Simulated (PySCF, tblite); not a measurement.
**C₂H₁₀B₂OSi: geometry, infrared bands and NMR shifts**

Aim: predict the infrared bands and NMR shifts of C₂H₁₀B₂OSi (`BCBOC[SiH3]`).

Computed with tblite 0.8.0 and PySCF 2.14.0, with density-fitted response routines of our own, on a single molecule in the gas phase. Atoms count from 0, in the outputs and in this text.

### 1 Starting geometry

16 atoms, charge 0, multiplicity 1; geometry from: force field or distance geometry start.

Bonds of the start (Å): B0–C1 1.57, C1–B2 1.59, B2–O3 1.46, O3–C4 1.40, C4–Si5 1.86, B0–H6 1.19, B0–H7 1.19, C1–H8 1.12, C1–H9 1.11, B2–H10 1.19, C4–H11 1.12, C4–H12 1.12, Si5–H13 1.47, Si5–H14 1.48, Si5–H15 1.48.

### 2 Relaxing the molecule with GFN2-xTB

Job settings and geometry (Å):

```
{"job": {"kind": "relax", "xc": "GFN2-xTB", "basis": "xTB"}, "charge": 0, "multiplicity": 1}
B     -2.669900     0.820500     0.159400
C     -1.996100    -0.583000     0.389400
B     -0.847400    -0.829200    -0.684800
O      0.543500    -1.000500    -0.280400
C      1.178900     0.246400    -0.267600
Si     2.949500     0.018200     0.253700
H     -3.249500     1.047000    -0.854100
H     -2.624600     1.659400     1.002600
H     -1.538300    -0.613100     1.415600
H     -2.758000    -1.390400     0.324100
H     -1.144600    -0.895800    -1.835300
H      1.191600     0.693100    -1.294000
H      0.701900     0.950300     0.461800
H      3.636700    -0.888800    -0.684300
H      3.632400     1.330500     0.261400
H      2.986200    -0.555700     1.621100
```

Started as:

```
OMP_NUM_THREADS=1 python probes_run.py task.json out
```

This one command runs all jobs of the session in turn.

**Question.** This job is followed by: GFN2-xTB harmonic vibrations, gas phase; GIAO PBE0/pcSseg-1 NMR shielding, non-relativistic, gas phase. What will the session give for the following? strongest single infrared mode (GFN2-xTB); zero-point energy (GFN2-xTB); 13C shifts against TMS (PBE0/pcSseg-1); 1H shifts against TMS (PBE0/pcSseg-1, means over atoms taken as alike); 11B shifts against BF3·OEt2 (PBE0/pcSseg-1); 17O shifts against H2O (PBE0/pcSseg-1); 29Si shifts against TMS (PBE0/pcSseg-1); surface potential, 1st and 99th percentile.

The runs gave:

| quantity | value |
| --- | --- |
| strongest single infrared mode (GFN2-xTB) | 1357 cm⁻¹, 347 km/mol |
| zero-point energy (GFN2-xTB) | 72.4 kcal/mol |
| 13C shifts against TMS (PBE0/pcSseg-1) | 58.4, 46.1 ppm |
| 1H shifts against TMS (PBE0/pcSseg-1, means over atoms taken as alike) | 7.90, 5.21, 4.59, 4.00, 2.86 ppm |
| 11B shifts against BF3·OEt2 (PBE0/pcSseg-1) | 83.3, 44.5 ppm |
| 17O shifts against H2O (PBE0/pcSseg-1) | 208.1 ppm |
| 29Si shifts against TMS (PBE0/pcSseg-1) | -72.5 ppm |
| surface potential, 1st and 99th percentile | -1.06 V and 1.30 V |

In words: Relaxing lowered the energy by 1.115 eV in 148 steps; the close pair that moved most is B2–O3, from 1.459 to 1.321 Å. All 42 modes are real, so the xTB geometry is a minimum. The strongest single mode, at 1357 cm⁻¹, moves mainly B2 and O3. GFN2-xTB is a fitted tight-binding method: band positions and strengths are rough. Its intensities can rank the bands wrongly. C4 (sp3 CH2 bonded to O and Si) lies farthest downfield among carbon, at 58.4 ppm; pulled downfield by the heteroatom. At PBE0/pcSseg-1: The widest tensor belongs to O3: span 440 ppm, with a paramagnetic part of -267 ppm. At PBE0/pcSseg-1, counted by nearest atom on the grid, the HOMO lies on O3 22 %; C1 19 %, the LUMO on B0 42 %; B2 13 %.
